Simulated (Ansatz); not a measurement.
Below is the output of a Python script on Ansatz's Python interface that makes a projected density of states of KNa₂ScF₆, space group Fm-3m. Write a script that gives it. Level of theory: PBE, PAW, the default cutoff (420 eV here), 3×3×3 k-points, fixed occupations.

```
CELL_PARAMETERS angstrom
0.00000 4.49677 4.49677
4.49677 0.00000 4.49677
4.49677 4.49677 0.00000
ATOMIC_POSITIONS crystal
K 0.50000 0.50000 0.50000
Na 0.75000 0.75000 0.75000
Na 0.25000 0.25000 0.25000
Sc 0.00000 0.00000 0.00000
F 0.77524 0.22476 0.22476
F 0.22476 0.22476 0.77524
F 0.22476 0.77524 0.77524
F 0.22476 0.77524 0.22476
F 0.77524 0.22476 0.77524
F 0.77524 0.77524 0.22476
```

Output of `python pdos_kna2scf6.py`:
```text
states by shell in windows of E - E_F (eV): [(-10, -5), (-5, 0), (0, 6)]
K 3S        0.000    0.005    0.002
K 4S        0.000    0.077    0.091
K 3P        5.780    0.179    0.002
Na 2S       0.000    0.001    0.001
Na 3S       0.010    0.217    0.415
Na 2P       0.000    0.001    0.000
Sc 3S       0.000    0.018    0.003
Sc 4S       0.000    0.086    0.039
Sc 3P       0.002    0.085    0.000
Sc 3D       0.002    1.141    0.001
F 2S        0.022    0.075    0.053
F 2P        0.182   33.139    0.769
centre of K 3P: -8.20 eV
centre of Sc 3D: -1.50 eV
centre of F 2P: -0.89 eV
```

One script that gives this output:

The script, `pdos_kna2scf6.py`:
```python
import warnings

import ansatz as az
import numpy as np


def main() -> None:
    warnings.simplefilter("ignore", az.DeckWarning)

    lattice = az.Lattice.of(
        (0.0, 4.496768, 4.496768),
        (4.496768, 0.0, 4.496768),
        (4.496768, 4.496768, 0.0),
    )
    sites = [
        ("K", (0.5, 0.5, 0.5)),
        ("Na", (0.75, 0.75, 0.75)),
        ("Na", (0.25, 0.25, 0.25)),
        ("Sc", (0.0, 0.0, 0.0)),
        ("F", (0.775243, 0.224757, 0.224757)),
        ("F", (0.224757, 0.224757, 0.775243)),
        ("F", (0.224757, 0.775243, 0.775243)),
        ("F", (0.224757, 0.775243, 0.224757)),
        ("F", (0.775243, 0.224757, 0.775243)),
        ("F", (0.775243, 0.775243, 0.224757)),
    ]
    xtal = az.Crystal(lattice=lattice)
    for symbol, position in sites:
        xtal = xtal.atom(symbol, position)

    model = (
        xtal.calculation()
        .functional(az.Functional.PBE)
        .occupations("fixed")
        .kpoints(3)
        .scf(extra_bands=26)
        .density_of_states(projected=True, method="smearing", broadening_width=0.15, energy_step=0.1)
    )
    outcome = model.run(threads=1)
    data = outcome.report

    dos = outcome.density_of_states()
    energy = np.asarray(dos.energies_ev) - dos.fermi_ev
    curves = {}
    for site in outcome.projected_density_of_states().sites:
        for shell in site.shells:
            weight = sum(np.sum(curve.g_bin_mean_per_ev, axis=0) for curve in shell.curves)
            name = f"{site.species} {shell.label}"
            curves[name] = curves.get(name, 0) + weight

    step = energy[1] - energy[0]
    windows = [(-10, -5), (-5, 0), (0, 6)]
    print("states by shell in windows of E - E_F (eV):", windows)
    for name, g in curves.items():
        print(f"{name:8s}", " ".join(f"{step * g[(energy >= a) & (energy < b)].sum():8.3f}" for a, b in windows))
    filled = (energy < 0) & (energy > -10)
    for name, g in curves.items():
        if g[filled].sum() * step > 0.5:
            print(f"centre of {name}: {np.average(energy[filled], weights=g[filled]):.2f} eV")


if __name__ == "__main__":
    main()
```

What to keep in mind:
- Spin is left out of this run.
- Along an axis with an odd division the mesh misses the point at one half; a gap read on a finite mesh is an upper bound on this functional's gap.
- Semilocal gaps usually lie well under measured ones.
- The Fermi level of a run with fixed occupations marks the highest occupied state on its mesh, not mid-gap.
- The empty d shell of the heavier alkali and alkaline-earth atoms, which makes much of a conduction band, may have no channel.
- The crystal has a gap of about 5.05 eV on the mesh; any density of states at or just above the Fermi level is the tail of the broadening.
- The structure comes from a database of computed cells and needn't be a stable or known phase.
- Curves are summed over the cell's atoms. Only shells that the potentials hold have channels, so projections don't add up to the total, least of all where a shell is missing (p of most metals); heights and places of peaks move with the mesh.
- The density of states is complete only as far up as bands were computed.
- A band centre counts only the states inside the window taken.
- Hardware and time: 3.9 s on 1 thread of Arm Neoverse V1, on a shared host, peak memory 0.46 GiB.

(Lines on the test bed's own set-up are left out of the output.)
